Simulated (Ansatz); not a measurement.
This script for Ansatz 0.2.0, Python API starts 6 runs on C₂H₅GeNO, SMILES C[O][GeH2][C]#N. What input does the engine get in each?

`c2h5geno.py`:
```python
from pathlib import Path
import logging
import sys

import ansatz as az
from ase import Atoms
import numpy as np

logging.basicConfig(stream=sys.stdout, format="%(levelname)s:%(name)s:%(message)s")
logger = logging.getLogger("calc")
logger.setLevel(logging.INFO)


def main() -> None:
    atoms = Atoms(["C", "O", "Ge", "C", "N", "H", "H", "H", "H", "H"], positions=[
        (-1.0809, 1.129, 0.5463),
        (-0.7812, 0.3503, -0.5492),
        (0.6428, -0.5917, -0.0779),
        (1.268, -1.7103, -1.4979),
        (1.5125, -2.4172, -2.3859),
        (-0.3155, 1.9094, 0.7736),
        (-1.3701, 0.5698, 1.4324),
        (-1.986, 1.7822, 0.246),
        (1.8455, 0.3885, 0.3152),
        (0.3481, -1.461, 1.2004),
    ])
    molecule = az.Crystal.molecule_from_ase(atoms)

    job = (
        molecule.calculation()
        .basis(gaussian="def2-SVP")
        .accuracy("high")
        .scf(lower_state_search="off")
    )

    logger.info("functional    E (Ha)        dipole (D)   HOMO (eV)  LUMO (eV)")
    for name in ["pbe", "hf", "revpbe", "b3lyp", "hse06", "r2scan"]:
        r = job.functional(name).forces().orbitals().run(threads=1, runs_dir="runs").report
        lines = Path(r["orbitals_path"]).read_text().splitlines()
        field_of = lambda key: [line.split("=")[1].strip() for line in lines if line.startswith(key)]
        orbitals = [(27.211386 * float(e), s, float(n)) for e, s, n in zip(field_of("Ene="), field_of("Spin="), field_of("Occup="))]
        homo = max(e for e, _, n in orbitals if n > 0.5)
        lumo = min(e for e, _, n in orbitals if n < 0.5)
        dipole = 4.803205 * np.linalg.norm(r["charge_distribution"]["dipole_moment_e_ang"])
        logger.info(f"{name:10s} {r['free_energy_ev'] / 27.211386246:14.6f} {dipole:9.3f} {homo:11.3f} {lumo:10.3f}")


if __name__ == "__main__":
    main()
```

Run 1:
```yaml
crystal:
  periodic: [false, false, false]
  atoms:
    - { symbol: C, position_ang: [-1.0809, 1.129, 0.5463] }
    - { symbol: O, position_ang: [-0.7812, 0.3503, -0.5492] }
    - { symbol: Ge, position_ang: [0.6428, -0.5917, -0.0779] }
    - { symbol: C, position_ang: [1.268, -1.7103, -1.4979] }
    - { symbol: "N", position_ang: [1.5125, -2.4172, -2.3859] }
    - { symbol: H, position_ang: [-0.3155, 1.9094, 0.7736] }
    - { symbol: H, position_ang: [-1.3701, 0.5698, 1.4324] }
    - { symbol: H, position_ang: [-1.986, 1.7822, 0.246] }
    - { symbol: H, position_ang: [1.8455, 0.3885, 0.3152] }
    - { symbol: H, position_ang: [0.3481, -1.461, 1.2004] }
accuracy: high
basis:
  gaussian:
    orbitals: def2-SVP
hamiltonian:
  xc: pbe
scf:
  lower_state_search: "off"
output:
  orbitals: {}
  forces: true
```

Run 2, against run 1:
```diff
-  xc: pbe
+  xc: hf
```

Run 3, against run 1:
```diff
-  xc: pbe
+  xc: revpbe
```

Run 4, against run 1:
```diff
-  xc: pbe
+  xc: b3lyp
```

Run 5, against run 1:
```diff
-  xc: pbe
+  xc: hse06
```

Run 6, against run 1:
```diff
-  xc: pbe
+  xc: r2scan
```

```console
$ python c2h5geno.py
INFO:calc:functional    E (Ha)        dipole (D)   HOMO (eV)  LUMO (eV)
INFO:calc:pbe          -2285.182309     3.973      -6.943     -1.883
INFO:calc:hf           -2282.878769     4.465     -12.453      2.716
INFO:calc:revpbe       -2285.526589     3.937      -6.915     -1.785
INFO:calc:b3lyp        -2285.793326     4.091      -8.288     -1.121
INFO:calc:hse06        -2285.234137     4.165      -8.166     -1.321
INFO:calc:r2scan       -2285.621887     4.168      -7.353     -1.727
```

Notes:
- These settings explore the input space; basis and method may be short of convergence.
- The geometry is a force-field or estimated start, not a minimum of this method, and the basis set is short of its limit. A lower total doesn't mark the better method: functionals have no common bound, and MP2 and coupled cluster aren't variational.
- b3lyp holds the VWN-RPA fit, as in Gaussian; the form of ORCA and Turbomole is b3lyp5.
- Levels such as HOMO and LUMO are orbital energies: with these approximate functionals they aren't the ionisation energy and electron affinity, and their gap isn't the fundamental gap.
- hse06 follows the composition of plane-wave codes, whose totals differ by tens of mHa, up to about 0.1 Ha, from the form usual in Gaussian-basis programs (wpbeh).
- It ran for 92 s on 1 thread of Arm Neoverse V1 (shared host), peak memory 0.47 GiB.
